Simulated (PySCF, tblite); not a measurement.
# C5H15NSi2: infrared bands, NMR shifts, electronic excitations and core binding energies at several levels of theory, part 2 of 2

tblite 0.8.0 and PySCF 2.14.0. Atoms count from 0.

## (7) Nuclear shieldings: wB97X-D/pcSseg-1

The job: settings as JSON, then the geometry in Å.

```
{"job": {"kind": "nmr", "xc": "wB97X-D", "basis": "pcSseg-1", "pop": false}, "charge": 0, "multiplicity": 1}
C      3.491428     0.175655    -0.099979
C      2.054869     0.665348    -0.011653
C      1.034756    -0.395061    -0.408053
C     -0.420246     0.074473    -0.373615
C     -0.922232     0.509578     1.020347
Si    -2.811276     0.584370     0.986334
N     -3.104355    -0.647567    -0.213724
Si    -1.667922    -1.196976    -1.035663
H      3.658802    -0.690977     0.559841
H      4.207232     0.958779     0.192761
H      3.744661    -0.140016    -1.125066
H      1.921233     1.551318    -0.658028
H      1.846376     1.009292     1.015667
H      1.148059    -1.273770     0.253883
H      1.278565    -0.757199    -1.424171
H     -0.519735     0.940151    -1.057916
H     -0.474491     1.462543     1.347061
H     -0.632986    -0.247041     1.772656
H     -3.435130     0.270521     2.311469
H     -3.322218     1.935509     0.579343
H     -4.030741    -0.997176    -0.430081
H     -1.800492    -1.151998    -2.527750
H     -1.276082    -2.602303    -0.679971
```

With the program's defaults for keys left out, this is: GIAO wB97X-D/pcSseg-1 NMR shielding, non-relativistic, gas phase.

What it wrote:

```text
coarse grid: 19040 points
cycle   1  E = -833.1063616478  dE =  8.099e-01  |g| = 4.729e-01  |ddm| = 4.151e+00
cycle   2  E = -833.1199261907  dE = -1.356e-02  |g| = 4.456e-01  |ddm| = 7.140e-01
cycle   3  E = -833.1619094375  dE = -4.198e-02  |g| = 5.055e-02  |ddm| = 3.524e-01
cycle   4  E = -833.1624777022  dE = -5.683e-04  |g| = 2.555e-02  |ddm| = 8.461e-02
cycle   5  E = -833.1626335512  dE = -1.558e-04  |g| = 3.272e-03  |ddm| = 2.425e-02
cycle   6  E = -833.1626366694  dE = -3.118e-06  |g| = 1.215e-03  |ddm| = 6.929e-03
final grid: 171464 points
cycle   7  E = -833.2167244898  dE = -2.576e-04  |g| = 7.910e-03  |ddm| = 4.685e-02
cycle   8  E = -833.2167272713  dE = -2.782e-06  |g| = 7.782e-03  |ddm| = 1.432e-02
cycle   9  E = -833.2167396171  dE = -1.235e-05  |g| = 7.335e-04  |ddm| = 5.634e-03
cycle  10  E = -833.2167397327  dE = -1.156e-07  |g| = 4.150e-04  |ddm| = 1.291e-03
cycle  11  E = -833.2167397755  dE = -4.281e-08  |g| = 8.208e-05  |ddm| = 5.041e-04
cycle  12  E = -833.2167397775  dE = -1.996e-09  |g| = 1.996e-05  |ddm| = 1.354e-04
cycle  13  E = -833.2167397777  dE = -1.671e-10  |g| = 8.499e-06  |ddm| = 5.342e-05
converged SCF energy = -833.2167397777

GIAO shielding tensors (ppm)
atom      isotropic    diamagn.    paramagn.     s11        s22        s33       span
  0 C      167.974     243.183     -75.209    156.876    161.267    185.780     28.904
  1 C      158.985     247.932     -88.947    143.518    163.087    170.349     26.832
  2 C      148.158     249.171    -101.014    134.592    143.391    166.490     31.898
  3 C      163.301     254.341     -91.040    152.312    156.323    181.267     28.955
  4 C      172.458     253.129     -80.670    160.866    169.548    186.961     26.095
  5 Si     370.514     879.385    -508.871    321.289    358.253    432.000    110.711
  6 N      257.745     325.030     -67.285    229.101    241.132    303.003     73.902
  7 Si     368.196     881.173    -512.977    327.068    347.727    429.793    102.725
  8 H       30.499      28.326       2.173     26.142     28.836     36.520     10.378
  9 H       30.142      26.173       3.969     25.441     27.327     37.658     12.216
 10 H       30.448      27.909       2.539     26.160     28.625     36.560     10.400
 11 H       30.408      32.413      -2.004     25.173     30.776     35.276     10.103
 12 H       29.737      33.036      -3.299     23.823     31.850     33.538      9.715
 13 H       30.412      34.473      -4.061     25.547     31.338     34.351      8.804
 14 H       30.050      33.862      -3.812     24.177     30.918     35.055     10.878
 15 H       30.407      35.325      -4.918     26.349     29.349     35.524      9.175
 16 H       30.206      32.868      -2.662     24.733     29.300     36.586     11.853
 17 H       30.941      33.556      -2.615     26.241     29.477     37.105     10.864
 18 H       26.493      27.938      -1.445     23.176     23.920     32.383      9.207
 19 H       26.590      28.551      -1.962     23.121     24.055     32.593      9.472
 20 H       31.665      27.951       3.714     22.431     27.266     45.299     22.869
 21 H       26.610      30.032      -3.422     23.135     24.644     32.052      8.917
 22 H       26.847      30.466      -3.620     23.184     25.372     31.985      8.801
```

Wall time 1.9 min (1 thread of Arm Neoverse N1, shared host); peak memory 1.2 GiB.

This run: δ C2 36.4, C1 25.6, C3 21.2, C0 16.6, H18 4.89, H19 4.79 ppm.

## (8) X-ray photoelectron lines: SCAN, X2C

Same as in step 7 but for these lines:

```diff
@@ -1,2 +1,2 @@
-{"job": {"kind": "nmr", "xc": "wB97X-D", "basis": "pcSseg-1", "pop": false}, "charge": 0, "multiplicity": 1}
+{"job": {"kind": "xps"}, "charge": 0, "multiplicity": 1}
 C      3.491428     0.175655    -0.099979
```

Level: delta-SCF UKS SCAN, pcX-2 on the ionised atom, pcseg-1 elsewhere, spin-free X2C.

What it wrote:

```text
ground state, core basis on atom 0 (C), 226 functions
  cycle   1  E = -834.22160955  |g| = 7.42e-01
  cycle   2  E = -834.00881268  |g| = 1.16e+00
  cycle   3  E = -834.35916112  |g| = 1.15e-01
  cycle   4  E = -834.36196430  |g| = 5.97e-02
  cycle   5  E = -834.36283623  |g| = 1.29e-02
  cycle   6  E = -834.36287001  |g| = 5.87e-03
  cycle   7  E = -834.36287873  |g| = 1.38e-03
  cycle   8  E = -834.36287961  |g| = 3.95e-04
  E(ground) = -834.44216242 Eh
hole in C 1s of atom 0
  cycle   1  E = -823.12965326  |g| = 1.50e+00
  cycle   2  E = -820.38473474  |g| = 2.32e+00
  cycle   3  E = -823.38045914  |g| = 7.59e-01
  cycle   4  E = -823.61528480  |g| = 3.88e-01
  cycle   5  E = -823.68280230  |g| = 1.17e-01
  cycle   6  E = -823.68827709  |g| = 3.73e-02
  cycle   7  E = -823.68896708  |g| = 1.37e-02
  cycle   8  E = -823.68906392  |g| = 4.53e-03
  cycle   9  E = -823.68907685  |g| = 1.39e-03
  cycle  10  E = -823.68907816  |g| = 6.59e-04
  cycle  11  E = -823.68907922  |g| = 3.72e-04
  E(ion) = -823.76738835 Eh   <S^2> = 0.7679   hole on atom = 1.000   binding energy = 290.475 eV
ground state, core basis on atom 1 (C), 226 functions
  cycle   1  E = -834.36344800  |g| = 5.84e-02
  cycle   2  E = -834.36340580  |g| = 2.27e-02
  cycle   3  E = -834.36344164  |g| = 1.93e-02
  cycle   4  E = -834.36353369  |g| = 9.69e-04
  cycle   5  E = -834.36353625  |g| = 3.19e-04
  E(ground) = -834.44294595 Eh
hole in C 1s of atom 1
  cycle   1  E = -823.12358507  |g| = 1.51e+00
  cycle   2  E = -819.99206463  |g| = 2.54e+00
  cycle   3  E = -823.38812764  |g| = 7.50e-01
  cycle   4  E = -823.61378165  |g| = 4.09e-01
  cycle   5  E = -823.68721436  |g| = 1.24e-01
  cycle   6  E = -823.69373298  |g| = 3.57e-02
  cycle   7  E = -823.69437228  |g| = 1.13e-02
  cycle   8  E = -823.69443300  |g| = 5.61e-03
  cycle   9  E = -823.69445174  |g| = 1.61e-03
  cycle  10  E = -823.69445261  |g| = 8.30e-04
  cycle  11  E = -823.69445321  |g| = 4.34e-04
  E(ion) = -823.77273192 Eh   <S^2> = 0.7693   hole on atom = 1.000   binding energy = 290.351 eV
ground state, core basis on atom 2 (C), 226 functions
  cycle   1  E = -834.36331462  |g| = 5.81e-02
  cycle   2  E = -834.36327543  |g| = 2.19e-02
  cycle   3  E = -834.36329596  |g| = 1.96e-02
  cycle   4  E = -834.36338927  |g| = 1.33e-03
  cycle   5  E = -834.36338985  |g| = 3.19e-04
  E(ground) = -834.44262651 Eh
hole in C 1s of atom 2
  cycle   1  E = -823.11943835  |g| = 1.52e+00
  cycle   2  E = -821.33848875  |g| = 2.26e+00
  cycle   3  E = -823.52774547  |g| = 5.65e-01
  cycle   4  E = -823.62373922  |g| = 3.83e-01
  cycle   5  E = -823.69075238  |g| = 1.06e-01
  cycle   6  E = -823.69557066  |g| = 2.77e-02
  cycle   7  E = -823.69594223  |g| = 1.06e-02
  cycle   8  E = -823.69600995  |g| = 4.04e-03
  cycle   9  E = -823.69602225  |g| = 1.77e-03
  cycle  10  E = -823.69602547  |g| = 9.17e-04
  cycle  11  E = -823.69602636  |g| = 3.95e-04
  E(ion) = -823.77412431 Eh   <S^2> = 0.7701   hole on atom = 1.000   binding energy = 290.305 eV
ground state, core basis on atom 3 (C), 226 functions
  cycle   1  E = -834.36422054  |g| = 5.86e-02
  cycle   2  E = -834.36418345  |g| = 2.23e-02
  cycle   3  E = -834.36420800  |g| = 1.98e-02
  cycle   4  E = -834.36430665  |g| = 1.40e-03
  cycle   5  E = -834.36430998  |g| = 3.80e-04
  E(ground) = -834.44361522 Eh
hole in C 1s of atom 3
  cycle   1  E = -823.11934678  |g| = 1.52e+00
  cycle   2  E = -822.06941954  |g| = 2.06e+00
  cycle   3  E = -823.64984539  |g| = 3.69e-01
  cycle   4  E = -823.70117713  |g| = 1.38e-01
  cycle   5  E = -823.70830942  |g| = 6.78e-02
  cycle   6  E = -823.71032386  |g| = 1.62e-02
  cycle   7  E = -823.71042363  |g| = 8.52e-03
  cycle   8  E = -823.71046312  |g| = 1.82e-03
  cycle   9  E = -823.71046774  |g| = 9.64e-04
  cycle  10  E = -823.71046897  |g| = 4.52e-04
  E(ion) = -823.78845539 Eh   <S^2> = 0.7703   hole on atom = 1.000   binding energy = 289.942 eV
ground state, core basis on atom 4 (C), 226 functions
  cycle   1  E = -834.36410299  |g| = 5.74e-02
  cycle   2  E = -834.36406085  |g| = 1.99e-02
  cycle   3  E = -834.36405274  |g| = 2.08e-02
  cycle   4  E = -834.36416257  |g| = 1.30e-03
  cycle   5  E = -834.36415993  |g| = 2.32e-04
  E(ground) = -834.44312229 Eh
hole in C 1s of atom 4
  cycle   1  E = -823.12596808  |g| = 1.52e+00
  cycle   2  E = -822.27469200  |g| = 1.93e+00
  cycle   3  E = -823.65539548  |g| = 3.53e-01
  cycle   4  E = -823.70185566  |g| = 1.33e-01
  cycle   5  E = -823.70871507  |g| = 6.22e-02
  cycle   6  E = -823.71035926  |g| = 1.57e-02
  cycle   7  E = -823.71045184  |g| = 8.61e-03
  cycle   8  E = -823.71049351  |g| = 2.08e-03
  cycle   9  E = -823.71049544  |g| = 1.04e-03
  cycle  10  E = -823.71049712  |g| = 5.63e-04
  cycle  11  E = -823.71049700  |g| = 1.49e-04
  E(ion) = -823.78835101 Eh   <S^2> = 0.7696   hole on atom = 1.000   binding energy = 289.931 eV
ground state, core basis on atom 5 (Si), 237 functions
  cycle   1  E = -834.46196857  |g| = 2.88e-01
  cycle   2  E = -834.46200345  |g| = 4.07e-02
  cycle   3  E = -834.46193542  |g| = 3.56e-02
  cycle   4  E = -834.46217837  |g| = 9.69e-03
  cycle   5  E = -834.46220033  |g| = 1.62e-03
  cycle   6  E = -834.46220277  |g| = 3.10e-04
  E(ground) = -834.50013882 Eh
hole in Si 1s of atom 5
  cycle   1  E = -765.53869687  |g| = 4.35e+00
  cycle   2  E = -763.80322168  |g| = 2.54e+00
  cycle   3  E = -757.54274767  |g| = 2.87e+00
  cycle   4  E = -766.37340370  |g| = 6.59e-01
  cycle   5  E = -766.42952609  |g| = 5.82e-01
  cycle   6  E = -766.59599022  |g| = 8.81e-02
  cycle   7  E = -766.59974785  |g| = 4.42e-02
  cycle   8  E = -766.60068105  |g| = 1.31e-02
  cycle   9  E = -766.60076876  |g| = 5.86e-03
  cycle  10  E = -766.60078503  |g| = 1.62e-03
  cycle  11  E = -766.60078777  |g| = 3.16e-04
  E(ion) = -766.64634649 Eh   <S^2> = 0.7522   hole on atom = 1.000   binding energy = 1846.396 eV
hole in Si 2p of atom 5
  cycle   1  E = -830.19840706  |g| = 1.24e+00
  cycle   2  E = -829.53081809  |g| = 1.39e+00
  cycle   3  E = -830.41850293  |g| = 3.99e-01
  cycle   4  E = -830.52056209  |g| = 1.16e-01
  cycle   5  E = -830.52518058  |g| = 6.72e-02
  cycle   6  E = -830.52748899  |g| = 2.03e-02
  cycle   7  E = -830.52767248  |g| = 9.00e-03
  cycle   8  E = -830.52771024  |g| = 2.09e-03
  cycle   9  E = -830.52771205  |g| = 8.54e-04
  cycle  10  E = -830.52771226  |g| = 3.88e-04
  E(ion) = -830.57659512 Eh   <S^2> = 0.7516   hole on atom = 1.003   binding energy = 106.765 eV
  2p3/2 = 106.534 eV   2p1/2 = 107.158 eV
ground state, core basis on atom 6 (N), 226 functions
  cycle   1  E = -834.37908585  |g| = 7.57e-02
  cycle   2  E = -834.37911931  |g| = 2.15e-02
  cycle   3  E = -834.37917543  |g| = 1.72e-02
  cycle   4  E = -834.37926034  |g| = 2.69e-03
  cycle   5  E = -834.37926185  |g| = 6.74e-04
  cycle   6  E = -834.37926104  |g| = 2.09e-04
  E(ground) = -834.45640045 Eh
hole in N 1s of atom 6
  cycle   1  E = -818.81799892  |g| = 1.87e+00
  cycle   2  E = -817.22106472  |g| = 2.34e+00
  cycle   3  E = -819.37619698  |g| = 5.57e-01
  cycle   4  E = -819.49696971  |g| = 2.74e-01
  cycle   5  E = -819.53490161  |g| = 9.51e-02
  cycle   6  E = -819.53927665  |g| = 2.14e-02
  cycle   7  E = -819.53947873  |g| = 1.10e-02
  cycle   8  E = -819.53954640  |g| = 2.91e-03
  cycle   9  E = -819.53955054  |g| = 1.42e-03
  cycle  10  E = -819.53955244  |g| = 4.92e-04
  E(ion) = -819.61572154 Eh   <S^2> = 0.7656   hole on atom = 1.000   binding energy = 403.835 eV
ground state, core basis on atom 7 (Si), 237 functions
  cycle   1  E = -834.46187035  |g| = 2.88e-01
  cycle   2  E = -834.46192072  |g| = 4.29e-02
  cycle   3  E = -834.46183772  |g| = 3.88e-02
  cycle   4  E = -834.46207288  |g| = 1.24e-02
  cycle   5  E = -834.46210530  |g| = 1.63e-03
  cycle   6  E = -834.46210733  |g| = 2.06e-04
  E(ground) = -834.50006961 Eh
hole in Si 1s of atom 7
  cycle   1  E = -765.53959440  |g| = 4.35e+00
  cycle   2  E = -764.94379755  |g| = 2.36e+00
  cycle   3  E = -765.84808362  |g| = 1.07e+00
  cycle   4  E = -766.57133161  |g| = 2.57e-01
  cycle   5  E = -766.59447852  |g| = 1.45e-01
  cycle   6  E = -766.60339174  |g| = 5.55e-02
  cycle   7  E = -766.60467383  |g| = 2.38e-02
  cycle   8  E = -766.60494667  |g| = 5.46e-03
  cycle   9  E = -766.60496378  |g| = 1.48e-03
  cycle  10  E = -766.60496337  |g| = 9.09e-04
  cycle  11  E = -766.60496458  |g| = 3.22e-04
  E(ion) = -766.65037644 Eh   <S^2> = 0.7522   hole on atom = 1.000   binding energy = 1846.284 eV
hole in Si 2p of atom 7
  cycle   1  E = -830.19981693  |g| = 1.24e+00
  cycle   2  E = -830.00763461  |g| = 1.16e+00
  cycle   3  E = -830.48220402  |g| = 2.87e-01
  cycle   4  E = -830.52546548  |g| = 1.11e-01
  cycle   5  E = -830.52985830  |g| = 5.83e-02
  cycle   6  E = -830.53152783  |g| = 1.20e-02
  cycle   7  E = -830.53158449  |g| = 5.62e-03
  cycle   8  E = -830.53160025  |g| = 1.33e-03
  cycle   9  E = -830.53160066  |g| = 4.86e-04
  E(ion) = -830.58044595 Eh   <S^2> = 0.7517   hole on atom = 1.003   binding energy = 106.658 eV
  2p3/2 = 106.429 eV   2p1/2 = 107.053 eV
```

Run time: 7 min. Hardware: 1 thread of Arm Neoverse N1, shared host; peak memory 0.71 GiB.

Binding energies by hole, beside the orbital energy of the ground state; the difference holds orbital relaxation and, for a density functional, its self-interaction error:

```tsv
hole	stands for	environment	ΔSCF (eV; 2p as the shell's mean)	−ε (eV)	⟨S²⟩
C1s on C0	C0	methyl carbon	290.48	273.3	0.768
C1s on C1	C1	sp3 CH2	290.35	273.5	0.769
C1s on C2	C2	sp3 CH2	290.30	273.6	0.770
C1s on C3	C3	sp3 CH bonded to Si	289.94	273.6	0.770
C1s on C4	C4	sp3 CH2 bonded to Si	289.93	273.4	0.770
Si1s on Si5	Si5	silicon bonded to C, N, 2 H, in a 5-membered ring	1846.40	1793.3	0.752
Si2p on Si5	Si5	silicon bonded to C, N, 2 H, in a 5-membered ring	106.74	96.1	0.752
N1s on N6	N6	nitrogen bonded to 2 Si, H, in a 5-membered ring	403.84	385.3	0.766
Si1s on Si7	Si7	silicon bonded to C, N, 2 H, in a 5-membered ring	1846.28	1793.3	0.752
Si2p on Si7	Si7	silicon bonded to C, N, 2 H, in a 5-membered ring	106.64	96.0	0.752
```

With the spin-orbit splitting: Si5 2p3/2 106.53, 2p1/2 107.16 eV; Si7 2p3/2 106.43, 2p1/2 107.05 eV. The table gives each 2p level as the mean over the whole 2p shell (two parts 2p3/2, one part 2p1/2), which differs a little from the single hole in the log.

## (9) Shielding tensors: PBE0/pcSseg-1 in chloroform

Same as in step 8 but for these lines:

```diff
@@ -1,2 +1,2 @@
-{"job": {"kind": "xps"}, "charge": 0, "multiplicity": 1}
+{"job": {"kind": "nmr", "xc": "PBE0", "basis": "pcSseg-1", "solvent": "chloroform", "pop": true}, "charge": 0, "multiplicity": 1}
 C      3.491428     0.175655    -0.099979
```

Level: GIAO PBE0/pcSseg-1 NMR shielding, non-relativistic, IEF-PCM chloroform.

What it wrote:

```text
coarse grid: 19040 points
cycle   1  E = -832.6276686187  dE =  5.519e-01  |g| = 5.766e-01  |ddm| = 4.206e+00
cycle   2  E = -832.5688838001  dE =  5.878e-02  |g| = 7.647e-01  |ddm| = 1.234e+00
cycle   3  E = -832.7074210712  dE = -1.385e-01  |g| = 7.266e-02  |ddm| = 7.751e-01
cycle   4  E = -832.7083374126  dE = -9.163e-04  |g| = 3.544e-02  |ddm| = 9.594e-02
cycle   5  E = -832.7086320696  dE = -2.947e-04  |g| = 5.757e-03  |ddm| = 3.395e-02
cycle   6  E = -832.7086382924  dE = -6.223e-06  |g| = 2.354e-03  |ddm| = 7.526e-03
final grid: 171464 points
cycle   7  E = -832.7535556271  dE = -3.754e-05  |g| = 1.012e-02  |ddm| = 3.195e-02
cycle   8  E = -832.7535366316  dE =  1.900e-05  |g| = 1.334e-02  |ddm| = 2.273e-02
cycle   9  E = -832.7535824280  dE = -4.580e-05  |g| = 7.390e-04  |ddm| = 1.282e-02
cycle  10  E = -832.7535825309  dE = -1.029e-07  |g| = 2.844e-04  |ddm| = 8.172e-04
cycle  11  E = -832.7535825486  dE = -1.764e-08  |g| = 6.323e-05  |ddm| = 2.780e-04
cycle  12  E = -832.7535825493  dE = -7.065e-10  |g| = 3.012e-05  |ddm| = 8.847e-05
converged SCF energy = -832.7535825493

GIAO shielding tensors (ppm)
atom      isotropic    diamagn.    paramagn.     s11        s22        s33       span
  0 C      168.448     243.750     -75.301    157.121    161.352    186.872     29.751
  1 C      158.640     247.914     -89.274    142.902    163.037    169.982     27.080
  2 C      147.652     248.992    -101.340    133.644    143.109    166.202     32.558
  3 C      161.782     253.932     -92.149    150.309    154.811    180.227     29.918
  4 C      171.811     252.531     -80.721    159.722    168.838    186.872     27.150
  5 Si     369.183     879.580    -510.397    317.818    357.796    431.934    114.116
  6 N      256.978     325.049     -68.071    227.020    240.945    302.969     75.949
  7 Si     367.499     881.294    -513.795    325.483    347.257    429.758    104.275
  8 H       30.388      28.250       2.138     26.034     28.701     36.430     10.396
  9 H       30.005      26.165       3.839     25.274     27.192     37.549     12.275
 10 H       30.331      27.855       2.476     26.047     28.483     36.461     10.414
 11 H       30.248      32.192      -1.944     24.983     30.622     35.139     10.156
 12 H       29.548      32.741      -3.193     23.592     31.671     33.382      9.790
 13 H       30.242      34.124      -3.882     25.370     31.191     34.166      8.796
 14 H       29.809      33.546      -3.737     23.904     30.692     34.830     10.926
 15 H       30.081      34.854      -4.773     26.047     28.973     35.223      9.176
 16 H       29.911      32.397      -2.486     24.356     29.011     36.367     12.011
 17 H       30.678      33.023      -2.346     25.911     29.231     36.891     10.979
 18 H       26.335      27.966      -1.632     23.019     23.761     32.223      9.204
 19 H       26.449      28.591      -2.142     22.964     23.898     32.486      9.521
 20 H       31.098      27.835       3.264     21.688     26.534     45.073     23.386
 21 H       26.464      30.036      -3.572     23.017     24.489     31.887      8.870
 22 H       26.737      30.471      -3.734     23.078     25.246     31.886      8.808
```

Wall time 90 s (1 thread of Arm Neoverse N1, shared host); peak memory 1.3 GiB.

In short: δ C2 37.5, C1 26.5, C3 23.4, C0 16.7, H18 4.91, H19 4.80 ppm.

## (10) Comparing the runs: NMR shifts

Shifts (ppm) of some atoms, chosen among heavy atoms and hydrogens apart, with basis size and wall time:

```tsv
run	C2	C1	C3	C4	H15	H20	N6	functions	time
PBE0/pcSseg-1	37.1	26.1	22.6	12.8	1.10	-0.30	8.9	225	87 s
wB97X-D/pcSseg-1	36.4	25.6	21.2	12.1	0.97	-0.29	6.2	225	1.9 min
PBE0/pcSseg-1 in chloroform	37.5	26.5	23.4	13.4	1.17	0.15	10.8	225	90 s
```

## (11) Summary of results

What follows sums up all 2 parts.

| quantity | value |
| --- | --- |
| strongest single infrared mode (GFN2-xTB) | 2201 cm⁻¹, 870 km/mol |
| zero-point energy (GFN2-xTB) | 117.6 kcal/mol |
| point group | C1 |
| rotational constants (main isotopes) | 2.81, 0.71, 0.59 GHz |
| 13C shifts against TMS (PBE0/pcSseg-1) | 37.1, 26.1, 22.6, 16.5, 12.8 ppm |
| 1H shifts against TMS (PBE0/pcSseg-1, means over atoms taken as alike) | 4.99, 4.90, 4.87, 4.62, 1.70, 1.41, 1.27, 1.10, 1.02, 1.00, 0.99, 0.50, -0.30 ppm |
| 29Si shifts against TMS (PBE0/pcSseg-1) | -15.6, -17.3 ppm |
| 15N shifts against NH3 (PBE0/pcSseg-1) | 8.9 ppm |
| lowest singlet (CAM-B3LYP/def2-SVPD) | 6.25 eV (198 nm), f = 0.006 |
| brightest single state of those computed | state 8, 8.03 eV, f = 0.065 |
| lowest triplet | 5.93 eV |
| vertical ionisation energy (ΔSCF) | 9.19 eV |
| C1s binding energies, SCAN/pcX-2 | C0 290.48, C1 290.35, C2 290.30, C3 289.94, C4 289.93 eV |
| Si1s binding energies, SCAN/pcX-2 | Si5 1846.40, Si7 1846.28 eV |
| Si2p binding energies, SCAN/pcX-2 | Si5 106.74, Si7 106.64 eV |
| N1s binding energies, SCAN/pcX-2 | N6 403.84 eV |
| range of the shift of N6 | 6.2 to 10.8 ppm |

**Reading.** Single values in the summary come from the first run of each kind that ended normally (PBE0/pcSseg-1; CAM-B3LYP/def2-SVPD; SCAN/pcX-2), which need not be the best level. The optimisation took 33 steps and gained 0.475 eV; among the close pairs (by a distance rule), Si5–N6 changed most, from 1.707 to 1.734 Å (GFN2-xTB). All 63 modes are real, so the xTB geometry is a minimum. The strongest single mode, at 2201 cm⁻¹, moves mainly H22. GFN2-xTB is a fitted tight-binding method: band positions and strengths are rough. Its intensities can rank the bands wrongly. Over 9 steps the energy fell by 0.236 eV; of the close pairs, C2–C3 changed most, 1.480 to 1.529 Å (PBE0/def2-SVP). At PBE0/pcSseg-1: The largest span, 113 ppm, is at Si5, where the paramagnetic term is -510 ppm. The lowest singlet, at 6.25 eV, is HOMO→LUMO 0.93 and is weak; of the 10 states computed, the strongest absorption comes from state 8 at 8.03 eV. The lowest triplet lies 0.32 eV below the lowest singlet (triplets in Tamm-Dancoff, singlets in full TDDFT). ΔSCF puts the ionisation energy at 9.19 eV, 0.64 eV above −ε(HOMO). C0 (methyl carbon) binds its C1s electron 0.54 eV more tightly than C4 (sp3 CH2 bonded to Si). The Si2p levels kept as sound span 0.10 eV, from Si7 (silicon bonded to C, N, 2 H, in a 5-membered ring) up to Si5 (silicon bonded to C, N, 2 H, in a 5-membered ring).
